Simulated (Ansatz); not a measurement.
**H3InOS2: how energies converge with the basis set**

One table from this session's results is given with a row withheld; the runs are named, their logs left out.

Program: Ansatz 0.2.0, Gaussian basis. Level of theory: one geometry, several basis sets. These are calculated values, not measurements.

Plan: PBE0-D4/def2-SVP; ωB97M-V/def2-SVP; PBE0-D4/def2-QZVPP; ωB97M-V/def2-QZVPP; the functionals' def2-TZVPP values are taken from earlier runs.

### Structure used throughout

All runs share one geometry, relaxed beforehand with PBE0-D4 in a triple-zeta def2 set. In takes the def2 core potential; no spin-orbit term is included.

7 atoms, charge 0, spin multiplicity 1.

Atoms are counted from 1 here; the program's logs count them from 0.

Bond lengths: O1–In2 1.977 Å, O1–H5 0.960 Å, In2–S3 2.365 Å, In2–S4 2.374 Å, S3–H6 1.345 Å, S4–H7 1.344 Å. Angles: In2–O1–H5 113.5°, O1–In2–S3 114.8°, O1–In2–S4 119.9°, S3–In2–S4 125.3°, In2–S3–H6 91.8°, In2–S4–H7 93.1°.

Geometry (Å):

```xyz
7
H3InOS2
O    -1.83482    0.55381   -0.49876
In   -0.01832   -0.06583   -0.02267
S     1.39397    1.60181    0.88215
S     0.58902   -2.33359   -0.37603
H    -2.39163   -0.13787   -0.86415
H     0.42939    2.53351    0.77919
H     1.83239   -2.15185    0.10027
```

The first run:

Contents of in.yaml:

```yaml
crystal:
  periodic: [false, false, false]
  atoms:
    - {symbol: O, position_ang: [-1.834816, 0.553815, -0.498761]}
    - {symbol: In, position_ang: [-0.018323, -0.065827, -0.022669]}
    - {symbol: S, position_ang: [1.393975, 1.601815, 0.882152]}
    - {symbol: S, position_ang: [0.589020, -2.333588, -0.376027]}
    - {symbol: H, position_ang: [-2.391632, -0.137873, -0.864151]}
    - {symbol: H, position_ang: [0.429388, 2.533514, 0.779192]}
    - {symbol: H, position_ang: [1.832388, -2.151847, 0.100273]}
basis:
  gaussian: {orbitals: def2-SVP}
hamiltonian: {xc: pbe0, dispersion: d4}
output: {orbitals: {seedname: orbitals}}
```

Among the steps run: PBE0-D4 in def2-SVP; ωB97M-V in def2-SVP; PBE0-D4 in def2-QZVPP; ωB97M-V in def2-QZVPP.

One table of the session follows, with a row left open; its other results are not shown here.

It belongs to the step «Functionals by basis». 

```
functional       basis  HOMO (eV)  LUMO (eV)
   PBE0-D4    def2-SVP      -7.47      -1.51
   PBE0-D4  def2-TZVPP          ?          ?
   PBE0-D4  def2-QZVPP      -7.68      -1.83
   ωB97M-V    def2-SVP      -9.60       0.46
   ωB97M-V  def2-TZVPP      -9.82       0.12
   ωB97M-V  def2-QZVPP      -9.86      -0.12
```

Q: Estimate the row for PBE0-D4, def2-TZVPP from the others.

**Answer.** HOMO (eV): -7.65; LUMO (eV): -1.74. In the column «HOMO (eV)» it lies between PBE0-D4, def2-QZVPP (-7.68) and PBE0-D4, def2-SVP (-7.47).
